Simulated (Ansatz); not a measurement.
# HgRuPt3: the cost of one run

Program: Ansatz 0.2.0. Level of theory: DFT PBE, scalar-relativistic, plane waves, PAW. These are calculated values, not measurements.

## (1) Starting point

The structure is cubic, space group Pm-3m (No. 221). Conventional cell: a = 4.296 Å, b = 4.296 Å, c = 4.296 Å, α = 90.00°, β = 90.00°, γ = 90.00°. Around Hg (site symmetry m-3m) lie 12 Pt at 3.04 Å. Ru (site symmetry m-3m) has 6 Pt at 2.15 Å in its first shell of neighbours. Around Pt (site symmetry 4/mmm) lie 2 Ru at 2.15 Å.

As a file:

```xyz
5
Lattice="4.2964 0.0000 0.0000 0.0000 4.2964 0.0000 0.0000 0.0000 4.2964" Properties=species:S:1:pos:R:3 pbc="T T T"
Hg    0.0000    0.0000    0.0000
Ru    2.1482    2.1482    2.1482
Pt    0.0000    2.1482    2.1482
Pt    2.1482    0.0000    2.1482
Pt    2.1482    2.1482    0.0000
```

This is candidate A: cubic perovskite type (Pm-3m, No. 221).

(A quick probe on a coarse mesh, which set the mesh and smearing, is not shown.)

## (3) Rough relaxation on the coarse mesh (candidate A)

Input file input.yaml:

```yaml
crystal:
  lattice:
    - [4.2964348518, 0.0, 0.0]
    - [0.0, 4.2964348518, 0.0]
    - [0.0, 0.0, 4.2964348518]
  atoms:
    - { symbol: Hg, position: [0.0, 0.0, 0.0] }
    - { symbol: Ru, position: [0.5, 0.5, 0.5] }
    - { symbol: Pt, position: [0.0, 0.5, 0.5] }
    - { symbol: Pt, position: [0.5, 0.0, 0.5] }
    - { symbol: Pt, position: [0.5, 0.5, 0.0] }
basis:
  ecutwfc: 420
kpoints:
  mp_grid: { grid: [4, 4, 4] }
hamiltonian:
  xc: pbe
scf:
  occupations: { method: gaussian, width: 0.1 }
  lower_state_search: "off"
output:
  forces: true
  stress: true
  eigenvalues: true
relax:
  adjacent_minimum: "off"
  f_tol: 0.04
  max_steps: 70
  cell: { stress_tol: 0.4 }
```

On the command line:

```console
ansatz run input.yaml --threads 1 --pin off --max-ram 2560MiB --backend cpu --events-out ev --progress --plain --runs-dir out
```

**Question.** How long does this run take on 1 thread of Arm Neoverse V1, shared host, and how much memory does it need?

About 27 s, with a peak of 0.41 GiB.
